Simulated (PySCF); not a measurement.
# SiHBrO (SMILES O[Si]Br): r2SCAN/def2-TZVP

What is the vertical singlet–triplet gap of SiHBrO at r2SCAN/def2-TZVP? Input form: a Python script.

Program for the calculation: PySCF 2.14.0.

### Step 1. The system as given

The species is SiHBrO (4 atoms), meant as a singlet with charge 0. SMILES: `O[Si]Br`. The coordinates come from a PBE0-D4/def2-TZVP relaxation.

Bond lengths: O1–Si2 1.636 Å, Si2–Br3 2.289 Å, O1–H4 0.963 Å. Angles: O1–Si2–Br3 101.2°, Si2–O1–H4 120.7°.

### Step 2. The energy at r2SCAN/def2-TZVP

The input, run.py:

```python
from pyscf import gto, dft

mol = gto.Mole()
mol.atom = [
    ('O', (-0.885200, 0.465100, -0.454500)),
    ('Si', (-0.590500, -0.799600, 0.539800)),
    ('Br', (1.692600, -0.725200, 0.691600)),
    ('H', (-0.161400, 0.999400, -0.797200)),
]
mol.verbose = 3
mol.max_memory = 1860
mol.spin = 0
mol.basis = 'def2-tzvp'
mol.build()

calc0 = dft.RKS(mol, xc='r2scan')
calc0.grids.level = 4
calc0.conv_tol = 1e-10
calc0.kernel()
if not calc0.converged:
    calc0 = calc0.newton().run(calc0.mo_coeff, calc0.mo_occ)

e_tot = calc0.e_tot
print(f'total energy: {e_tot:.8f} hartree')
```

Started as:

```
OMP_NUM_THREADS=1 python run.py
```

Standard output:

```text
converged SCF energy = -2939.50436892559
total energy: -2939.50436893 hartree
```

Wall time 30 s (1 thread of Arm Neoverse V1, shared host); peak memory 0.7 GiB.

### Step 3. The triplet

The input, run.py:

```python
from pyscf import gto, dft

mol = gto.M(
    atom='''
O       -0.885200       0.465100      -0.454500
Si      -0.590500      -0.799600       0.539800
Br       1.692600      -0.725200       0.691600
H       -0.161400       0.999400      -0.797200
''',
    spin=2,
    verbose=3,
    max_memory=1860,
    basis='def2-tzvp',
)

mf = dft.UKS(mol, xc='r2scan')
mf.grids.level = 4
mf.conv_tol = 1e-10
mf.kernel()
if not mf.converged:
    mf = mf.newton().run(mf.mo_coeff, mf.mo_occ)

e_final = mf.e_tot
print('E = %.10f Eh' % e_final)
```

Started as:

```
OMP_NUM_THREADS=1 python run.py
```

Standard output:

```text
WARN: HOMO -0.111981175118288 >= LUMO -0.25685424106787

WARN: HOMO -0.0848049103760451 >= LUMO -0.156773970840726

WARN: HOMO -0.134667680112123 >= LUMO -0.19388571282137

WARN: HOMO -0.146073026883947 >= LUMO -0.202619167015527

WARN: HOMO -0.151946830125787 >= LUMO -0.196775119754456

WARN: HOMO -0.148102829318987 >= LUMO -0.192410157736788

WARN: HOMO -0.149126586194093 >= LUMO -0.191473010869721

WARN: HOMO -0.148916026841768 >= LUMO -0.19072970789297

WARN: HOMO -0.149110801397228 >= LUMO -0.190759414978722

WARN: HOMO -0.149069457862545 >= LUMO -0.190689515546531

WARN: HOMO -0.149086963973318 >= LUMO -0.190701540193956

WARN: HOMO -0.149089063245178 >= LUMO -0.190703153406197

WARN: HOMO -0.149089530911915 >= LUMO -0.190701391759028

WARN: HOMO -0.149089676128931 >= LUMO -0.190701373168444

WARN: HOMO -0.149089548806224 >= LUMO -0.190701192515469

converged SCF energy = -2939.40982542343  <S^2> = 2.0046661  2S+1 = 3.0031091
E = -2939.4098254234 Eh
```

Run time: 65 s. Hardware: 1 thread of Arm Neoverse V1, shared host; peak memory 0.72 GiB.

### Step 4. Summary of results

Level: r2SCAN/def2-TZVP.

| quantity | value |
| --- | --- |
| singlet: total energy | -2939.50437 Eh |
| singlet: dipole moment | 1.10 D |
| singlet: HOMO energy | -6.68 eV |
| singlet: LUMO energy | -2.88 eV |
| singlet: HOMO–LUMO gap | 3.80 eV |
| triplet: total energy | -2939.40983 Eh |
| triplet: dipole moment | 0.55 D |
| triplet: HOMO energy (highest over α and β) | -4.06 eV |
| triplet: ⟨S²⟩ | 2.005 |
| vertical energy of the triplet above the singlet | 2.573 eV |

At this shape the triplet lies 2.57 eV (59 kcal/mol) above the singlet. Mulliken charges (singlet) run from -0.47 on O1 to +0.42 on Si2.
